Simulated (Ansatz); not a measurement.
# C4H7BrSi: one species, many methods

One table from this session's results is given with a row withheld; the runs are named, their logs left out.

The runs use Ansatz 0.2.0, Gaussian basis; functionals in def2-TZVPP, the program's frozen cores in correlated methods.

Levels to be run: LDA (SPW92), PBE-D4, revPBE-D4, BLYP-D4, r2SCAN-D4, B97M-V, PBE0-D4, B3LYP-D4, r2SCANh-D4, r2SCAN0-D4, HSE06-D4, BHLYP-D4, CAM-B3LYP-D4, LC-ωPBE, ωB97X-V, ωB97M-V, B2PLYP, PBE-QIDH; CCSD(T)/def2-SVP; CCSD(T)/def2-TZVPP; MP2/def2-QZVPP; extrapolation to the limit; RPA on PBE.

## The relaxed structure

The geometry comes from an earlier relaxation with PBE0-D4 in a triple-zeta def2 set; it is a stationary point, not always the lowest conformer.

SMILES `C=C[SiH](Br)C=C`, 13 atoms, charge 0, spin multiplicity 1.

Atoms are counted from 1 here; the program's logs count them from 0.

Bond lengths: C1–C2 1.329 Å, C1–H7 1.086 Å, C1–H8 1.086 Å, C2–Si3 1.854 Å, C2–H9 1.091 Å, Si3–Br4 2.232 Å, Si3–C5 1.851 Å, Si3–H10 1.485 Å, C5–C6 1.330 Å, C5–H11 1.088 Å, C6–H12 1.086 Å, C6–H13 1.087 Å. Angles: C2–C1–H7 121.5°, C2–C1–H8 121.9°, H7–C1–H8 116.6°, C1–C2–Si3 125.7°, C1–C2–H9 118.3°, Si3–C2–H9 116.0°, C2–Si3–Br4 108.7°, C2–Si3–C5 112.0°, C2–Si3–H10 111.3°, Br4–Si3–C5 109.2°, Br4–Si3–H10 107.4°, C5–Si3–H10 108.1°, Si3–C5–C6 121.9°, Si3–C5–H11 119.1°, C6–C5–H11 119.0°, C5–C6–H12 122.2°, C5–C6–H13 121.7°, H12–C6–H13 116.1°.

Set-up of the first run:

in.yaml

```yaml
crystal:
  periodic: [false, false, false]
  atoms:
    - {symbol: C, position_ang: [1.022061, -2.449071, -0.096217]}
    - {symbol: C, position_ang: [0.728832, -1.299978, 0.503258]}
    - {symbol: Si, position_ang: [0.516455, 0.337040, -0.341187]}
    - {symbol: Br, position_ang: [0.880411, 0.066072, -2.526894]}
    - {symbol: C, position_ang: [-1.179873, 1.032359, -0.087064]}
    - {symbol: C, position_ang: [-1.375945, 2.219060, 0.481480]}
    - {symbol: H, position_ang: [1.173131, -2.507203, -1.169974]}
    - {symbol: H, position_ang: [1.124431, -3.376602, 0.459667]}
    - {symbol: H, position_ang: [0.587599, -1.301664, 1.584616]}
    - {symbol: H, position_ang: [1.502125, 1.330974, 0.154043]}
    - {symbol: H, position_ang: [-2.043652, 0.447961, -0.398522]}
    - {symbol: H, position_ang: [-2.369976, 2.624769, 0.647985]}
    - {symbol: H, position_ang: [-0.545401, 2.841381, 0.803611]}
basis:
  gaussian: {orbitals: def2-TZVPP}
hamiltonian: {xc: lda}
output: {orbitals: {seedname: orbitals}}
```

Run with:

```
> ansatz run in.yaml --threads 2 --pin off --events-out ev --progress --plain --max-ram 20480MiB --backend cuda --devices 0, --max-vram 18GiB
```

Among the steps run: LDA; PBE-D4 (GGA); revPBE-D4 (GGA); BLYP-D4 (GGA); r2SCAN-D4 (meta-GGA); B97M-V (meta-GGA); PBE0-D4 (hybrid); B3LYP-D4 (hybrid); r2SCANh-D4 (hybrid); r2SCAN0-D4 (hybrid); HSE06-D4 (hybrid); BHLYP-D4 (hybrid); CAM-B3LYP-D4 (range-separated); LC-ωPBE (range-separated); ωB97X-V (range-separated); ωB97M-V (range-separated); B2PLYP (double hybrid); PBE-QIDH (double hybrid).

One of the session's tables, all rows but one given; the rest of the session is left out.

It belongs to the step «Frontier levels by functional». 

| functional | HOMO (eV) | gap (eV) |
| --- | --- | --- |
| LDA (SPW92) | -7.01 | 4.80 |
| PBE-D4 | -6.86 | 4.90 |
| revPBE-D4 | -6.80 | 4.93 |
| BLYP-D4 | -6.68 | 4.88 |
| r2SCAN-D4 | ? | ? |
| B97M-V | -7.15 | 5.44 |
| PBE0-D4 | -8.04 | 7.06 |
| B3LYP-D4 | -7.78 | 6.60 |
| r2SCANh-D4 | -7.57 | 6.15 |
| r2SCAN0-D4 | -8.21 | 7.32 |
| HSE06-D4 | -7.64 | 6.28 |
| BHLYP-D4 | -8.98 | 9.10 |
| CAM-B3LYP-D4 | -9.34 | 9.50 |
| LC-ωPBE | -10.76 | 12.05 |
| ωB97X-V | -10.36 | 11.58 |
| ωB97M-V | -10.25 | 11.34 |

Estimate the missing values for r2SCAN-D4.

Worked estimate for «HOMO (eV)». Against the share of exact exchange, r2SCANh-D4 (0.1, -7.57), r2SCAN0-D4 (0.25, -8.21) give a slope of -4.27 per unit share; at 0 the line stands at -7.14.

As computed: HOMO (eV): -7.14; gap (eV): 5.37. In «HOMO (eV)» the line misses by 0.00.
